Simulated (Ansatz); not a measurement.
The same calculation of AlRu, space group Pm-3m as a Python script and as an input file (Ansatz 0.2.0 through its Python package).

Script `alru.py`:
```python
import sys

import ansatz as az
import numpy as np

TOLERANCE = 1e-09
ECUT = 470
KGRID = (6, 6, 6)
SIGMA = 0.15
XC = "PBEsol"
EXTRA_BANDS = 10

alru = (
    az.Lattice.of((2.9916, 0.0, 0.0), (0.0, 2.9916, 0.0), (0.0, 0.0, 2.9916))
    .atom("Al", (0.0, 0.0, 0.0))
    .atom("Ru", (0.5, 0.5, 0.5))
)

calc = (
    alru.calculation()
    .scf(tolerance=TOLERANCE)
    .basis(ECUT, xc_grid=1)
    .kpoints(*KGRID)
    .occupations(az.OccupationsMethod.FERMI_DIRAC, width=SIGMA)
    .functional(XC)
    .accuracy("low")
    .scf(extra_bands=EXTRA_BANDS)
    .density_of_states(projected=True, method="smearing", broadening_width=0.15, energy_step=0.1)
)
try:
    out = calc.run()
except az.NonConvergedError as error:
    sys.exit(f"no convergence: {error}")
except az.RefusalError as error:
    sys.exit(f"input refused: {error}")
summary = out.report

dos = out.density_of_states()
energy = np.asarray(dos.energies_ev) - dos.fermi_ev
curves = {}
for site in out.projected_density_of_states().sites:
    for shell in site.shells:
        weight = sum(np.sum(curve.g_bin_mean_per_ev, axis=0) for curve in shell.curves)
        name = f"{site.species} {shell.label}"
        curves[name] = curves.get(name, 0) + weight

print("E-EF   " + " ".join(f"{name:>8s}" for name in curves))
for e in np.arange(-10, 6 + 0.1, 0.5):
    print(f"{e:5.1f}  " + " ".join(f"{np.interp(e, energy, g):8.3f}" for g in curves.values()))
```

`python alru.py` gives:
```text
E-EF      Al 3S    Al 3P    Ru 4S    Ru 5S    Ru 4P    Ru 4D
-10.0     0.000    0.000    0.000    0.000    0.000    0.000
 -9.5     0.005    0.000    0.001    0.010    0.000    0.000
 -9.0     0.035    0.013    0.005    0.061    0.000    0.000
 -8.5     0.069    0.046    0.009    0.100    0.002    0.002
 -8.0     0.036    0.033    0.004    0.043    0.001    0.003
 -7.5     0.057    0.052    0.005    0.049    0.002    0.008
 -7.0     0.169    0.188    0.013    0.112    0.010    0.055
 -6.5     0.060    0.046    0.002    0.020    0.003    0.051
 -6.0     0.266    0.204    0.007    0.055    0.011    0.376
 -5.5     0.649    0.252    0.003    0.017    0.022    0.608
 -5.0     0.046    0.108    0.002    0.012    0.001    0.256
 -4.5     0.000    0.048    0.001    0.008    0.001    0.070
 -4.0     0.040    0.397    0.005    0.067    0.006    0.846
 -3.5     0.096    0.667    0.011    0.101    0.015    1.598
 -3.0     0.005    0.496    0.000    0.015    0.012    1.762
 -2.5     0.000    0.099    0.000    0.005    0.002    0.860
 -2.0     0.001    0.133    0.000    0.023    0.005    0.806
 -1.5     0.038    0.629    0.002    0.010    0.016    1.758
 -1.0     0.015    0.226    0.003    0.036    0.003    2.459
 -0.5     0.026    0.229    0.001    0.055    0.008    2.922
  0.0     0.000    0.023    0.000    0.030    0.001    1.324
  0.5     0.035    0.326    0.000    0.000    0.009    0.591
  1.0     0.000    0.092    0.000    0.000    0.002    0.061
  1.5     0.000    0.000    0.000    0.000    0.000    0.312
  2.0     0.021    0.195    0.001    0.010    0.003    0.446
  2.5     0.068    0.286    0.003    0.043    0.003    0.572
  3.0     0.026    0.210    0.001    0.008    0.002    0.147
  3.5     0.136    0.460    0.000    0.006    0.005    0.390
  4.0     0.009    0.020    0.000    0.000    0.000    0.003
  4.5     0.120    0.263    0.000    0.000    0.002    0.043
  5.0     0.057    0.020    0.003    0.099    0.000    0.043
  5.5     0.689    0.586    0.006    0.251    0.003    0.369
  6.0     0.011    0.073    0.001    0.030    0.001    0.007
```

`input.yaml`:
```yaml
crystal:
  lattice:
    - [2.9916, 0.0, 0.0]
    - [0.0, 2.9916, 0.0]
    - [0.0, 0.0, 2.9916]
  atoms:
    - { symbol: Al, position: [0.0, 0.0, 0.0] }
    - { symbol: Ru, position: [0.5, 0.5, 0.5] }
accuracy: low
basis:
  ecutwfc: 470.0
  xc_grid: 1
kpoints:
  mp_grid:
    grid: [6, 6, 6]
hamiltonian:
  xc: pbesol
scf:
  n_extra_bands: 10
  convergence:
    dr2_threshold: 1.0e-09
  occupations:
    method: fermi_dirac
    width: 0.15
output:
  dos:
    de: 0.1
    method:
      smearing:
        sigma: 0.15
    projected: true
```

The settings weren't tested for convergence. No spin polarisation was allowed. For a metal this k-point mesh is coarse: on a finer one energies can move by several to tens of meV an atom and pressures by half a GPa or more, differences at one mesh by less. The starting cell is as deposited in a crystallographic database; the results hold for this polymorph, which needn't be the stable one. Curves are summed over the cell's atoms. Only shells that the potentials hold have channels, so projections don't add up to the total, least of all where a shell is missing (p of most metals); heights and places of peaks move with the mesh. The density of states is complete only as far up as bands were computed. Wall time of the script: 1.4 s on 1 thread of Arm Neoverse V2 (shared host), peak memory 0.33 GiB.
